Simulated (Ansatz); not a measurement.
Working through a relaxed scan of one distance of ClFGe, SMILES [F][Ge][Cl]

Program: the Ansatz DFT code, driven from Python.

Run as a notebook:

In [1]:
```python
import warnings

import ansatz
import numpy as np

BASIS = "def2-SVP"
FUNCTIONAL = "b3lyp"
```

In [2]:
```python
GEOMETRY = """
F     0.05840    1.50530    0.18690
Ge   -0.68150    0.02510   -0.36730
Cl    0.61220   -1.59520    0.16720
"""
```

In [3]:
```python
warnings.simplefilter("ignore", ansatz.DeckWarning)
```

In [4]:
```python
mol = ansatz.Crystal.molecule()
for line in GEOMETRY.strip().splitlines():
    symbol, *xyz = line.split()
    mol = mol.atom(symbol, [float(v) for v in xyz])
```

In [5]:
```python
base = mol.calculation()
base = base.basis(gaussian=BASIS)
base = base.functional(FUNCTIONAL)
base = base.accuracy("medium")
symbols = [site.symbol for site in mol.cartesian_sites]
pairs = [(0, 1), (1, 2)]
print("held (A)   E (eV)        ", "  ".join(f"{symbols[i]}{i}-{symbols[j]}{j}" for i, j in pairs))
for length in [1.97, 2.14, 2.31, 2.57, 2.89]:
    r = base.relax(constraints=[ansatz.DistanceConstraint((1, 2), at=length)], force_tolerance=0.02, max_steps=60).run(threads=1).report
    xyz = np.array(r["positions_ang"])
    print(f"{length:6.2f} {r['free_energy_ev']:14.5f}  ", "  ".join(f"{np.linalg.norm(xyz[i] - xyz[j]):.3f}" for i, j in pairs))
```
```text
held (A)   E (eV)         F0-Ge1  Ge1-Cl2
  1.97   -71747.68351   1.771  1.970
  2.14   -71748.19657   1.762  2.140
  2.31   -71748.17410   1.754  2.310
  2.57   -71747.69110   1.745  2.570
  2.89   -71746.89272   1.738  2.890
```

Notes:
- These settings explore the input space; basis and method may be short of convergence.
- The energies are electronic: no zero-point or thermal terms, and the basis set is short of its limit.
- b3lyp holds the VWN-RPA fit, as in Gaussian; the form of ORCA and Turbomole is b3lyp5.
- The script silences the warnings on its input, which a real study should read.
- Finished in 48 s on 1 thread of Arm Neoverse V2, with other jobs on the host, peak memory 0.2 GiB.
